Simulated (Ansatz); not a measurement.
Task: a projected density of states of Cs2ScInF6, space group Fm-3m, with Ansatz 0.2.0 through its Python package. Give the script and its output. Settings: PBEsol, PAW, cutoff 450 eV, 4×4×4 k-points, fixed occupations.

```
Cs Sc In F
1.0
     0.00000    4.73976    4.73976
     4.73976    0.00000    4.73976
     4.73976    4.73976    0.00000
Cs Sc In F
2 1 1 6
Cartesian
  7.1096 7.1096 7.1096
  2.3699 2.3699 2.3699
  0.0000 0.0000 0.0000
  4.7398 4.7398 4.7398
  2.0471 4.7398 4.7398
  4.7398 4.7398 2.0471
  7.4324 4.7398 4.7398
  4.7398 2.0471 4.7398
  4.7398 7.4324 4.7398
  4.7398 4.7398 7.4324
```

The script, `pdos_cs2scinf6.py`:
```python
"""Which atoms and shells make the states of Cs2ScInF6."""

import ansatz as az
from ase import Atoms
import numpy as np

atoms = Atoms(
    ["Cs", "Cs", "Sc", "In", "F", "F", "F", "F", "F", "F"],
    scaled_positions=[
        (0.75, 0.75, 0.75),
        (0.25, 0.25, 0.25),
        (0.0, 0.0, 0.0),
        (0.5, 0.5, 0.5),
        (0.78405, 0.21595, 0.21595),
        (0.21595, 0.21595, 0.78405),
        (0.21595, 0.78405, 0.78405),
        (0.21595, 0.78405, 0.21595),
        (0.78405, 0.21595, 0.78405),
        (0.78405, 0.78405, 0.21595),
    ],
    cell=[
        (0.0, 4.73976, 4.73976),
        (4.73976, 0.0, 4.73976),
        (4.73976, 4.73976, 0.0),
    ],
    pbc=True,
)
cs2scinf6 = az.Crystal.from_ase(atoms)

job = (
    cs2scinf6.calculation()
    .basis(450)
    .kpoints(4, 4, 4)
    .functional("pbesol")
    .occupations("Fixed")
    .scf(tolerance=1e-08)
    .scf(extra_bands=26)
    .density_of_states(projected=True, energy_step=0.1)
)
planned = job.session().plan(threads=1)
facts = planned.describe()
print("plan:", facts["n_bands"], "bands,", len(facts["kpoints_frac"]), "k-points, plane waves", facts["n_pw_range"], "grid", facts["fft_dense"])
result = planned.execute()
data = result.report

dos = result.density_of_states()
energy = np.asarray(dos.energies_ev) - dos.fermi_ev
curves = {}
for site in result.projected_density_of_states().sites:
    for shell in site.shells:
        weight = sum(np.sum(curve.g_bin_mean_per_ev, axis=0) for curve in shell.curves)
        name = f"{site.species} {shell.label}"
        curves[name] = curves.get(name, 0) + weight

step = energy[1] - energy[0]
windows = [(-6, -3), (-3, 0), (0, 4)]
print("states by shell in windows of E - E_F (eV):", windows)
for name, g in curves.items():
    print(f"{name:8s}", " ".join(f"{step * g[(energy >= a) & (energy < b)].sum():8.3f}" for a, b in windows))
filled = (energy < 0) & (energy > -6)
for name, g in curves.items():
    if g[filled].sum() * step > 0.5:
        print(f"centre of {name}: {np.average(energy[filled], weights=g[filled]):.2f} eV")
```

```console
$ python pdos_cs2scinf6.py
plan: 68 bands, 8 k-points, plane waves [4568, 4645] grid [48, 48, 48]
states by shell in windows of E - E_F (eV): [(-6, -3), (-3, 0), (0, 4)]
Cs 5S       0.008    0.007    0.000
Cs 6S       0.083    0.153    0.000
Cs 5P       0.311    0.191    0.000
Sc 3S       0.013    0.003    0.000
Sc 4S       0.096    0.007    0.000
Sc 3P       0.066    0.009    0.000
Sc 3D       1.032    0.074    0.000
In 5S       0.535    1.236    0.000
In 5P       0.304    0.088    0.000
In 4D       0.016    0.005    0.000
F 2S        0.043    0.059    0.000
F 2P       15.520   17.891    0.000
centre of Cs 5P: -3.24 eV
centre of Sc 3D: -3.55 eV
centre of In 5S: -1.58 eV
centre of F 2P: -3.10 eV
```

What to keep in mind:
- Spin is left out of this run.
- Semilocal gaps usually lie well under measured ones.
- The Fermi level of a run with fixed occupations marks the highest occupied state on its mesh, not mid-gap.
- The empty d shell of the heavier alkali and alkaline-earth atoms, which makes much of a conduction band, may have no channel.
- The crystal has a gap of about 4.10 eV on the mesh; bins of finite width blur the band edges.
- The structure comes from a database of computed cells and needn't be a stable or known phase.
- Curves are summed over the cell's atoms. Only shells that the potentials hold have channels, so projections don't add up to the total, least of all where a shell is missing (p of most metals); heights and places of peaks move with the mesh.
- The density of states is complete only as far up as bands were computed.
- A band centre counts only the states inside the window taken.
- Run time: 8 s on 1 thread of Arm Neoverse V2, with other jobs on the host, peak memory 0.58 GiB.

(Lines on the test bed's own set-up are left out of the output.)
